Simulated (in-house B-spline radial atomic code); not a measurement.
**Lu³⁺: ionisation energy by several methods**

The task here is to estimate one member of a computed series from the others.

Program: in-house B-spline radial atomic code version 1. Level of theory: scalar-relativistic (X2C), several functionals, spin-polarised, exact exchange averaged over the configuration; spherical all-electron atom at the radial basis limit. These are calculated values, not measurements, unless marked.

### The atom as given

- element: lutetium (Z = 71)
- charge: +3
- electrons: 68
- configuration: [Xe] 4f14
- nucleus: Fermi, rms radius 5.370 fm

Outer shells as boxes (Hund's rule):

[Xe] 4f14
```
[Xe] core
4f [↑↓][↑↓][↑↓][↑↓][↑↓][↑↓][↑↓]
```

Where spins are not typed, each open shell is filled with up spins first.

The first run:

Input settings:

```ini
Z = 71
electrons = 68.0
configuration = [Xe] 4f14
hamiltonian = x2c
method = r2scan0
spin_polarised = True
nucleus = fermi
rms_radius = 5.37
mass_number = 175
atomic_mass = 174.940777211
speed_of_light = 137.035999084
exact_exchange = averaged over the configuration
```

On the command line:

```bash
$ python run_scf.py task.json out
```

One command runs all members of the session, one after another, from task.json.

Steps of the session up to this table: r2SCAN0; B97-1; PBE0; BHandHLYP; HSE06.

One of the session's tables, all rows but one given; the rest of the session is left out.

| method | ΔSCF (eV) |
| --- | --- |
| r2SCAN0 | 45.594 |
| B97-1 | 45.684 |
| PBE0 | 45.596 |
| BHandHLYP | 44.592 |
| HSE06 | ? |

**Question.** Estimate the row for HSE06.

As computed: ΔSCF (eV): 45.530. In the column «ΔSCF (eV)» it lies between BHandHLYP (44.592) and r2SCAN0 (45.594).
